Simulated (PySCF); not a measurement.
# C7H5NOS: the cost of one run

Programs: PySCF 2.14.0, with density-fitted response routines of our own. Each step states its level of theory. These are calculated values for one molecule in the gas phase, unless marked as measured. Atoms are numbered from 0 throughout.

## Step 1: The starting structure

15 atoms, charge 0, multiplicity 1; geometry from: GFN2-xTB.

Bonds of the start (Å): C0–C1 1.49, C1–S2 1.64, C1–C3 1.43, C3–C4 1.39, C4–C5 1.40, C5–C6 1.38, C6–C7 1.40, C7–N8 1.15, C6–O9 1.35, O9–C3 1.35, C0–H10 1.09, C0–H11 1.09, C0–H12 1.09, C4–H13 1.07, C5–H14 1.07.

## Step 2: Ultraviolet spectrum: CAM-B3LYP/def2-SVPD

The job: settings as JSON, then the geometry in Å.

```
{"job": {"kind": "uv", "xc": "CAM-B3LYP", "basis": "def2-SVPD", "nstates": 8, "ntriplets": 3}, "charge": 0, "multiplicity": 1}
C     -2.266996     0.995492     0.415709
C     -1.702567    -0.295960    -0.065509
S     -2.653412    -1.548617    -0.523812
C     -0.277713    -0.415469    -0.117991
C      0.527131    -1.473458    -0.514329
C      1.848968    -1.045707    -0.364289
C      1.775923     0.249523     0.115763
C      2.819991     1.130874     0.435729
N      3.695678     1.827047     0.687788
O      0.492709     0.626116     0.263353
H     -3.352529     0.959826     0.407378
H     -1.923760     1.812858    -0.219278
H     -1.916313     1.202672     1.427270
H      0.182360    -2.424646    -0.864861
H      2.746116    -1.592561    -0.572480
```

Method: TDDFT CAM-B3LYP/def2-SVPD, vertical, gas phase, core orbitals frozen in the response.

The run is started by

```sh
$ OMP_NUM_THREADS=1 python probes_run.py task.json out
```

One launch serves the whole session: the jobs run in the order shown.

Q: Estimate the wall time and peak memory of this job on 1 thread of Arm Neoverse V1, shared host.

About 72 s, with a peak of 1.1 GiB.
